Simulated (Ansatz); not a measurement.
**C9H21Al: up Jacob's ladder to CCSD(T)**

How much do the methods differ for C9H21Al? The plan is to run it at one geometry with functionals of several rungs and with coupled cluster. The yardstick is the atomisation energy at the CCSD(T) limit.

The runs use Ansatz 0.2.0, Gaussian basis; functionals in def2-TZVPP, the program's frozen cores in correlated methods.

Plan: LDA (SPW92), PBE-D4, revPBE-D4, BLYP-D4, r2SCAN-D4, B97M-V, PBE0-D4, B3LYP-D4, r2SCANh-D4, r2SCAN0-D4, HSE06-D4, BHLYP-D4, CAM-B3LYP-D4, LC-ωPBE, ωB97X-V, ωB97M-V, B2PLYP, PBE-QIDH; CCSD(T)/def2-SVP; CCSD(T)/def2-TZVPP; MP2/def2-QZVPP; extrapolation to the limit; RPA on PBE.

## 1. Structure used throughout

All runs share one geometry, relaxed beforehand with PBE0-D4 in a triple-zeta def2 set.

31 atoms, charge 0, spin multiplicity 1.

Atoms are counted from 1 here; the program's logs count them from 0.

Bond lengths: C1–C2 1.523 Å, C1–H11 1.095 Å, C1–H12 1.093 Å, C1–H13 1.095 Å, C2–C3 1.524 Å, C2–C4 1.530 Å, C2–H14 1.098 Å, C3–H15 1.093 Å, C3–H16 1.095 Å, C3–H17 1.094 Å, C4–Al5 1.967 Å, C4–H18 1.100 Å, C4–H19 1.101 Å, Al5–C6 1.961 Å, Al5–C7 1.971 Å, C6–H20 1.097 Å, C6–H21 1.094 Å, C6–H22 1.093 Å and more. Angles: C2–C1–H11 111.6°, C2–C1–H12 111.7°, C2–C1–H13 110.5°, H11–C1–H12 107.4°, H11–C1–H13 107.8°, H12–C1–H13 107.7°, C1–C2–C3 110.4°, C1–C2–C4 110.8°, C1–C2–H14 107.5°, C3–C2–C4 112.0°, C3–C2–H14 107.6°, C4–C2–H14 108.4°, C2–C3–H15 111.2°, C2–C3–H16 110.4°, C2–C3–H17 111.7°, H15–C3–H16 107.6°, H15–C3–H17 108.0°, H16–C3–H17 107.8° and more.

## 2. LDA

This LDA is Slater exchange with PW92 correlation.

File in.yaml:

```yaml
crystal:
  periodic: [false, false, false]
  atoms:
    - {symbol: C, position_ang: [-1.880646, 0.098664, 2.301016]}
    - {symbol: C, position_ang: [-0.372300, 0.187503, 2.488736]}
    - {symbol: C, position_ang: [-0.031242, 0.404858, 3.957580]}
    - {symbol: C, position_ang: [0.223396, 1.277295, 1.596042]}
    - {symbol: Al, position_ang: [0.013753, 1.050717, -0.346935]}
    - {symbol: C, position_ang: [0.308521, 2.590506, -1.524271]}
    - {symbol: C, position_ang: [-0.466154, -0.692560, -1.131002]}
    - {symbol: C, position_ang: [0.339145, -1.042548, -2.385559]}
    - {symbol: C, position_ang: [-0.067498, -2.388662, -2.970738]}
    - {symbol: C, position_ang: [1.832588, -1.019974, -2.086944]}
    - {symbol: H, position_ang: [-2.144574, -0.134434, 1.264128]}
    - {symbol: H, position_ang: [-2.322126, -0.676339, 2.933100]}
    - {symbol: H, position_ang: [-2.355897, 1.050359, 2.561594]}
    - {symbol: H, position_ang: [0.055813, -0.778473, 2.188243]}
    - {symbol: H, position_ang: [1.050411, 0.440225, 4.110321]}
    - {symbol: H, position_ang: [-0.446211, 1.354999, 4.309563]}
    - {symbol: H, position_ang: [-0.436048, -0.391548, 4.589408]}
    - {symbol: H, position_ang: [-0.188817, 2.254700, 1.887993]}
    - {symbol: H, position_ang: [1.303152, 1.369393, 1.791140]}
    - {symbol: H, position_ang: [-0.604284, 3.196164, -1.583441]}
    - {symbol: H, position_ang: [1.093390, 3.253778, -1.148149]}
    - {symbol: H, position_ang: [0.566838, 2.307217, -2.548250]}
    - {symbol: H, position_ang: [-0.332690, -1.485245, -0.381465]}
    - {symbol: H, position_ang: [-1.539667, -0.700637, -1.368132]}
    - {symbol: H, position_ang: [0.141893, -0.275409, -3.146111]}
    - {symbol: H, position_ang: [0.122849, -3.191604, -2.251197]}
    - {symbol: H, position_ang: [-1.133336, -2.406488, -3.211134]}
    - {symbol: H, position_ang: [0.489244, -2.618674, -3.884265]}
    - {symbol: H, position_ang: [2.078795, -1.737581, -1.297434]}
    - {symbol: H, position_ang: [2.164646, -0.028934, -1.751613]}
    - {symbol: H, position_ang: [2.429357, -1.274568, -2.966726]}
basis:
  gaussian: {orbitals: def2-TZVPP}
hamiltonian: {xc: lda}
output: {orbitals: {seedname: orbitals}}
```

After this run come: PBE-D4 (GGA); revPBE-D4 (GGA); BLYP-D4 (GGA); r2SCAN-D4 (meta-GGA); B97M-V (meta-GGA); PBE0-D4 (hybrid); B3LYP-D4 (hybrid); r2SCANh-D4 (hybrid); r2SCAN0-D4 (hybrid); HSE06-D4 (hybrid); BHLYP-D4 (hybrid); CAM-B3LYP-D4 (range-separated); LC-ωPBE (range-separated); ωB97X-V (range-separated); ωB97M-V (range-separated); B2PLYP (double hybrid); PBE-QIDH (double hybrid); CCSD(T) in def2-SVP; CCSD(T) in def2-TZVPP; MP2 in def2-QZVPP; RPA on PBE orbitals.

Q: Predict the results of all the runs planned. Wanted: atomisation energy, CCSD(T)/CBS; farthest beyond LDA; mean size of error, GGA; mean size of error, meta-GGA; mean size of error, hybrid; mean size of error, range-separated; mean size of error, double hybrid; gap, smallest and largest; T1 diagnostic.

The runs gave:

| quantity | value |
| --- | --- |
| atomisation energy, CCSD(T)/CBS | 12098.1 kJ/mol |
| functionals within 60.5 kJ/mol (0.5 %) | revPBE-D4, r2SCAN-D4, B97M-V, B3LYP-D4, r2SCANh-D4, r2SCAN0-D4, CAM-B3LYP-D4, LC-ωPBE, ωB97X-V, ωB97M-V, PBE-QIDH |
| farthest beyond LDA | BHLYP-D4 (-227.4 kJ/mol) |
| mean size of error, GGA | 108.0 kJ/mol |
| mean size of error, meta-GGA | 32.1 kJ/mol |
| mean size of error, hybrid | 73.2 kJ/mol |
| mean size of error, range-separated | 29.2 kJ/mol |
| mean size of error, double hybrid | 66.9 kJ/mol |
| gap, smallest and largest | 4.39 eV (LDA (SPW92)), 11.35 eV (LC-ωPBE) |
| T1 diagnostic | 0.0093 |
| triples share of the correlation energy | 3.9 % |

LDA overbinds by 1538.0 kJ/mol (13 %). PBE-D4 misses by +178.9 kJ/mol. Double hybrids carry the basis error of their MP2 part in triple zeta, and no dispersion term here, so their miss is partly the set-up's. The rungs range-separated, meta-GGA miss on average by less than the doubt on the reference (60.5 kJ/mol), so they tie. The reference freezes the cores and leaves out relativity and excitations past (T), so misses under about 60.5 kJ/mol can't be ranked. Hartree-Fock recovers 76 % of the binding; the rest is correlation. CCSD(T) in def2-SVP is off by -449.3 kJ/mol, worse than the median functional, from the basis alone. Orbital gaps span 4.4 to 11.3 eV; exact exchange widens them.
